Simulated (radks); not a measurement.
# Ionisation energy and size from Lu²⁺ to Hg²⁺

One table from this session's results is given with a row withheld; the runs are named, their logs left out.

Program: radks (a radial shooting solver on a logarithmic mesh, Libxc functionals) version 1. Level of theory: Dirac Kohn-Sham, BLYP, spin-unpolarised, spherical densities, point nucleus; open shells fill j = l - 1/2 first. These are calculated values, not measurements, unless marked.

### The atom as given

```
species : Lu²⁺, Hf²⁺, Ta²⁺, W²⁺, Re²⁺, Os²⁺, Ir²⁺, Pt²⁺, Au²⁺, Hg²⁺
runs    : 20, each species and its next ion
```

The first run:

Input:

```text
Z 71
configuration [Xe] 4f14 6s1
relativity Dirac
functional b88,lyp
spin unpolarised
j_filling energy
nucleus point
c 137.035999084
```

Steps of the session up to this table: Lu²⁺, [Xe] 4f14 6s1; Lu³⁺, [Xe] 4f14; Hf²⁺, [Xe] 4f14 5d2; Hf³⁺, [Xe] 4f14 5d1; Ta²⁺, [Xe] 4f14 5d3; Ta³⁺, [Xe] 4f14 5d2; W²⁺, [Xe] 4f14 5d4; W³⁺, [Xe] 4f14 5d3; Re²⁺, [Xe] 4f14 5d5; Re³⁺, [Xe] 4f14 5d4; Os²⁺, [Xe] 4f14 5d6; Os³⁺, [Xe] 4f14 5d5; Ir²⁺, [Xe] 4f14 5d7; Ir³⁺, [Xe] 4f14 5d6; Pt²⁺, [Xe] 4f14 5d8; Pt³⁺, [Xe] 4f14 5d7; Au²⁺, [Xe] 4f14 5d9; Au³⁺, [Xe] 4f14 5d8; Hg²⁺, [Xe] 4f14 5d10; Hg³⁺, [Xe] 4f14 5d9.

One of the session's tables, all rows but one given; the rest of the session is left out.

```
species  Δ-SCF (eV)  −ε(HOMO) (eV)  its <r> (bohr)
   Lu²⁺      21.270         17.692            3.05
   Hf²⁺      22.070         16.915            2.10
   Ta²⁺      23.849         18.493            1.98
    W²⁺      25.603         20.040            1.87
   Re²⁺           ?              ?               ?
   Os²⁺      28.048         22.191            1.74
   Ir²⁺      29.703         23.640            1.66
   Pt²⁺      31.340         25.073            1.59
   Au²⁺      32.963         26.494            1.53
   Hg²⁺      34.574         27.906            1.47
```

Estimate the missing values for Re²⁺.

**Answer.** Δ-SCF (eV): 26.370; −ε(HOMO) (eV): 20.721; its <r> (bohr): 1.83. In the column «Δ-SCF (eV)» it lies between W²⁺ (25.603) and Os²⁺ (28.048).

Spin polarisation and multiplet splitting are left out, so open shells lie too high by an amount that depends on their filling.
